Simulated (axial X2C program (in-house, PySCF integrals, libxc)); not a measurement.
**Linear KCN⁻ at several levels**

Aim: the two bond lengths and stretching wavenumbers of linear KCN⁻, with and without spin–orbit coupling, at PBE0, HF, LDA, MP2.

Program: an in-house X2C program for linear molecules on PySCF integrals. Level of theory: all-electron X2C, two-component (2c) or spin-free, K dyall-v3z, C dyall-v3z, N dyall-av3z. These are calculated values, not measurements.

All values are calculated.

2 further runs of the same task are left out: 2 set aside as unsound or not needed.

### 1 The job

File task.json:

```json
{
 "zs": [
  19,
  6,
  7
 ],
 "q": -1,
 "bas": [
  "dyall-v3z",
  "dyall-v3z",
  "dyall-av3z"
 ],
 "r0": [
  2.66,
  1.16
 ],
 "symm": 0,
 "scan": [
  "PBE0",
  "HF",
  "LDA"
 ],
 "levels": [
  "PBE0",
  "HF",
  "B3LYP"
 ],
 "nst": 2
}
```

Keys: zs atomic numbers; q charge; bas basis sets; r0 starting distance in Å; symm equal bonds; scan levels of the two-bond scan (MP2 follows by itself at each HF point); levels methods; nst determinants followed.

The run is started by

```
python solin.py task.json out
```

Masses K 38.964, C 12.000, N 14.003 u.

### 2 Scan at PBE0, 2c

State: Ω = 1/2 (beyond evenly filled blocks: ω = 1/2). Energies above the lowest point, from the job's result record:

```csv
r(K–C) (Å),r(C–N) (Å),E (meV)
2.6656,1.1368,56.54
2.6656,1.1660,8.24
2.6656,1.1951,56.24
2.7340,1.1368,48.51
2.7340,1.1660,0.00
2.7340,1.1951,47.77
2.7340,1.2243,175.40
2.8023,1.1368,53.33
2.8023,1.1660,4.55
2.8023,1.1951,52.02
2.8707,1.1660,18.99
2.8707,1.2243,193.09
```

A quadratic surface with cubic terms in each bond gives the minimum at 2.741 and 1.165 Å, force constants 0.427, 18.2 and coupling -0.02 mdyn/Å.

### 3 Scan at HF, 2c

State: Ω = 1/2 (beyond evenly filled blocks: ω = 1/2). Energies above the lowest point, from the job's result record:

```csv
r(K–C) (Å),r(C–N) (Å),E (meV)
2.6656,1.1368,30.27
2.6656,1.1660,50.83
2.6656,1.1951,170.91
2.7340,1.1368,7.36
2.7340,1.1660,27.59
2.7340,1.1951,147.30
2.7340,1.2243,350.27
2.8023,1.1368,0.00
2.8023,1.1660,19.84
2.8023,1.1951,139.13
2.8707,1.1660,24.23
2.8707,1.2243,345.07
```

A quadratic surface with cubic terms in each bond gives the minimum at 2.807 and 1.146 Å, force constants 0.407, 21 and coupling -0.03 mdyn/Å.

### 4 Scan at LDA, 2c

State: Ω = 1/2 (beyond evenly filled blocks: ω = 1/2). Energies above the lowest point, from the job's result record:

```csv
r(K–C) (Å),r(C–N) (Å),E (meV)
2.6656,1.1368,58.82
2.6656,1.1660,0.00
2.6656,1.1951,35.01
2.7340,1.1368,62.01
2.7340,1.1660,3.06
2.7340,1.1951,37.92
2.7340,1.2243,150.26
2.8023,1.1368,76.58
2.8023,1.1660,17.44
2.8023,1.1951,52.09
2.8707,1.1660,40.45
2.8707,1.2243,186.69
```

A quadratic surface with cubic terms in each bond gives the minimum at 2.683 and 1.169 Å, force constants 0.458, 17.4 and coupling -0.02 mdyn/Å.

### 5 The levels side by side

| level | r(K–C) (Å) | r(C–N) (Å) | lower stretch (cm⁻¹) | upper stretch (cm⁻¹) |
| --- | --- | --- | --- | --- |
| PBE0, 2c | 2.741 | 1.165 | 214.7 | 2197.0 |
| HF, 2c | 2.807 | 1.146 | 209.8 | 2356.7 |
| LDA, 2c | 2.683 | 1.169 | 222.2 | 2145.3 |
| MP2, 2c | 2.745 | 1.186 | 216.0 | 2020.4 |
| PBE0, spin-free | 2.741 | 1.165 | 214.7 | 2197.0 |
| HF, spin-free | 2.807 | 1.146 | 209.8 | 2356.8 |
| LDA, spin-free | 2.683 | 1.169 | 222.2 | 2145.4 |
| MP2, spin-free | 2.745 | 1.186 | 216.0 | 2020.5 |

Scans not shown above were run alike.

**Reading.** Over the levels the K–C bond spans 2.683 to 2.807 Å and the C–N bond 1.146 to 1.186 Å. At PBE0 spin–orbit coupling leaves both bonds unchanged to 0.001 Å. A spread of over 0.1 Å marks a weak, flat bond or a change of state between levels. Each state is one determinant, the lowest of a limited PBE0 search; the stretches come from a fit to few points and are good to some per cent at best. MP2 freezes inner shells (threshold -2 hartree). For an anion the highest level of a functional can be positive, and the basis then holds the extra electron. The molecule was held linear; bending was not examined, so a bent shape may lie lower.
